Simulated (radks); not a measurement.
# Dipole-allowed lines with 54 electrons: Ce⁴⁺, Pr⁵⁺

Aim: excitation energies and oscillator strengths as poles of the dipole polarisability below minus the highest eigenvalue. Time-dependent linear response with the Hartree and adiabatic LDA kernel follows each ground state; no spin-orbit coupling. Its values go to the run's result record, not to the log.

The numbers are computed with radks (a radial shooting solver on a logarithmic mesh, Libxc functionals) version 1 (scalar-relativistic Kohn-Sham, PBE, spin-unpolarised, spherical densities, finite nucleus), except any that are marked as measured or tabulated.

### Step 1. The atom as given

| Item | Value |
| --- | --- |
| species | Ce⁴⁺ ([Xe]), Pr⁵⁺ ([Xe]) |

### Step 2. Ce⁴⁺, [Xe]

The run's settings:

```text
Z 58
configuration [Xe] 6s0 4f0 5d0 6p0
relativity scalar-relativistic
functional pbe,pbe
spin unpolarised
nucleus finite rms 4.8771 fm
c 137.035999084
response adiabatic LDA kernel, real frequencies
```

Command:

```sh
$ python run_ks.py task.json out
```

The same process makes all the runs of this session.

### Step 3. Pr⁵⁺, [Xe]

The run's settings:

```text
Z 59
configuration [Xe] 6s0 4f0 5d0 6p0
relativity scalar-relativistic
functional pbe,pbe
spin unpolarised
nucleus finite rms 4.8919 fm
c 137.035999084
response adiabatic LDA kernel, real frequencies
```

Before running it: what results should come out? Wanted: for each run, species; −ε(HOMO); lowest orbital gap; first line; f; strongest line; its f; static α.

The runs gave:

| species | −ε(HOMO) (eV) | lowest orbital gap (eV) | first line (eV) | f | strongest line (eV) | its f | static α (bohr³) | measured (eV) |
| --- | --- | --- | --- | --- | --- | --- | --- | --- |
| Ce⁴⁺ | 60.065 | 5p-5d 24.631 | 30.127 | 3.08 | 30.892 | 3.25 | 5.815 | - |
| Pr⁵⁺ | 76.798 | 5p-5d 27.790 | 34.225 | 5.19 | 34.225 | 5.19 | 4.555 | - |

In words: In Ce⁴⁺ the response moves the first line 5.496 eV above the bare orbital gap, and the lines found carry 90 % of the static polarisability. Very weak lines can be missed, and lines above minus the highest eigenvalue dissolve into this model's continuum.
